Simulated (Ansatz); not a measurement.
# C2H7BO3: the cost of one run

Computed with Ansatz 0.2.0, Gaussian basis. Level: the settings change from run to run.

### 1 The relaxed structure

The structure was relaxed beforehand with PBE0-D4 in a triple-zeta def2 set.

SMILES `COB(O)OC`, 13 atoms, charge 0, spin multiplicity 1.

Atoms are counted from 1 here; the program's logs count them from 0.

Bond lengths: C1–O2 1.413 Å, C1–H7 1.093 Å, C1–H8 1.090 Å, C1–H9 1.093 Å, O2–B3 1.360 Å, B3–O4 1.368 Å, B3–O5 1.363 Å, O4–H10 0.960 Å, O5–C6 1.412 Å, C6–H11 1.091 Å, C6–H12 1.092 Å, C6–H13 1.094 Å. Angles: O2–C1–H7 111.2°, O2–C1–H8 107.6°, O2–C1–H9 111.2°, H7–C1–H8 109.2°, H7–C1–H9 108.4°, H8–C1–H9 109.2°, C1–O2–B3 120.1°, O2–B3–O4 120.2°, O2–B3–O5 120.7°, O4–B3–O5 119.1°, B3–O4–H10 111.4°, B3–O5–C6 121.6°, O5–C6–H11 108.3°, O5–C6–H12 111.7°, O5–C6–H13 110.0°, H11–C6–H12 109.4°, H11–C6–H13 108.7°, H12–C6–H13 108.8°.

### 2 PBE/pcseg-2

Set apart from the defaults: charge +1, multiplicity 2, D3(BJ) dispersion.

Contents of in.yaml:

```yaml
crystal:
  periodic: [false, false, false]
  atoms:
    - {symbol: C, position_ang: [0.452061, -2.024535, -0.475141]}
    - {symbol: O, position_ang: [0.166055, -0.641675, -0.510717]}
    - {symbol: B, position_ang: [-0.036144, 0.043509, 0.646985]}
    - {symbol: O, position_ang: [0.051157, -0.599777, 1.851417]}
    - {symbol: O, position_ang: [-0.332170, 1.373764, 0.626623]}
    - {symbol: C, position_ang: [-0.419426, 2.094711, -0.583907]}
    - {symbol: H, position_ang: [-0.362002, -2.585463, -0.008730]}
    - {symbol: H, position_ang: [0.575442, -2.361803, -1.504499]}
    - {symbol: H, position_ang: [1.371775, -2.224085, 0.080770]}
    - {symbol: H, position_ang: [-0.113654, 0.000874, 2.581476]}
    - {symbol: H, position_ang: [-1.242646, 2.806304, -0.499655]}
    - {symbol: H, position_ang: [-0.597042, 1.433789, -1.434386]}
    - {symbol: H, position_ang: [0.506994, 2.649783, -0.755436]}
basis:
  gaussian: {orbitals: pcseg-2}
total_charge: 1
magnetization: {spin_polarized: true, initial_magnetization: 1}
hamiltonian: {xc: {name: PBE}, dispersion: d3bj}
output: {forces: true}
```

Command:

```console
$ ansatz run in.yaml --threads 4 --pin off --events-out ev --progress --plain --max-ram 10444MiB
```

**Question.** How long does this run take on 4 threads of Intel Xeon 6975P-C, shared host, and how much memory does it need?

About 8.5 s, with a peak of 0.91 GiB.
